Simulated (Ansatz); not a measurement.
# Nb3O: the cost of one run

Computed with Ansatz 0.2.0 (DFT PBEsol, scalar-relativistic, plane waves, PAW, unless a step's input says otherwise).

3 further runs of the same task are left out: 3 set aside as unsound or not needed.

## Step 1: The system as given

The structure is cubic, space group Pm-3n (No. 223). The conventional cell has a = 4.914 Å, b = 4.914 Å, c = 4.914 Å, α = 90.00°, β = 90.00°, γ = 90.00°. Nb (site symmetry -4m2) has 2 Nb at 2.46 Å and 4 O at 2.75 Å as nearest neighbours. Around O (site symmetry m-3) lie 12 Nb at 2.75 Å.

As a file:

```xyz
8
Lattice="4.9140 0.0000 0.0000 0.0000 4.9140 0.0000 0.0000 0.0000 4.9140" Properties=species:S:1:pos:R:3 pbc="T T T"
Nb    1.2285    0.0000    2.4570
Nb    2.4570    3.6855    0.0000
Nb    3.6855    0.0000    2.4570
Nb    2.4570    1.2285    0.0000
Nb    0.0000    2.4570    3.6855
Nb    0.0000    2.4570    1.2285
O     0.0000    0.0000    0.0000
O     2.4570    2.4570    2.4570
```

This is a trial structure built by rule; it need not be a known or stable form of this composition.

It is the result of an earlier relaxation at this level (volume 14.83 Å³/atom; gap on the mesh: none (metal)).

It is a trial structure (swap of Te by O in Nb3Te), so another structure or a mixture of phases may lie lower.

## Step 2: Electric field gradients at the nuclei

input.yaml

```yaml
crystal:
  lattice:
    - [4.9139558905, 0.0, 0.0]
    - [0.0, 4.9139558905, 0.0]
    - [0.0, 0.0, 4.9139558905]
  atoms:
    - { symbol: Nb, position: [0.25, 0.0, 0.5] }
    - { symbol: Nb, position: [0.5, 0.75, 0.0] }
    - { symbol: Nb, position: [0.75, 0.0, 0.5] }
    - { symbol: Nb, position: [0.5, 0.25, 0.0] }
    - { symbol: Nb, position: [0.0, 0.5, 0.75] }
    - { symbol: Nb, position: [0.0, 0.5, 0.25] }
    - { symbol: O, position: [0.0, 0.0, 0.0] }
    - { symbol: O, position: [0.5, 0.5, 0.5] }
basis:
  ecutwfc: 420
kpoints:
  mp_grid: { grid: [8, 8, 8] }
hamiltonian:
  xc: pbesol
scf:
  occupations: { method: fermi_dirac, width: 0.15 }
output:
  forces: true
  stress: true
  eigenvalues: true
  efg: {}
checkpoint:
  read: start.run
  write: ck
  compress: false
  write_wavefunctions: false
  write_every: 100000
```

Command:

```sh
$ ansatz run input.yaml --threads 2 --pin off --max-ram 7168MiB --backend cpu --events-out ev --progress --plain --runs-dir out
```

**Question.** How long does this run take on 2 threads of Arm Neoverse V2, shared host, and how much memory does it need?

About 7 s, with a peak of 0.5 GiB.
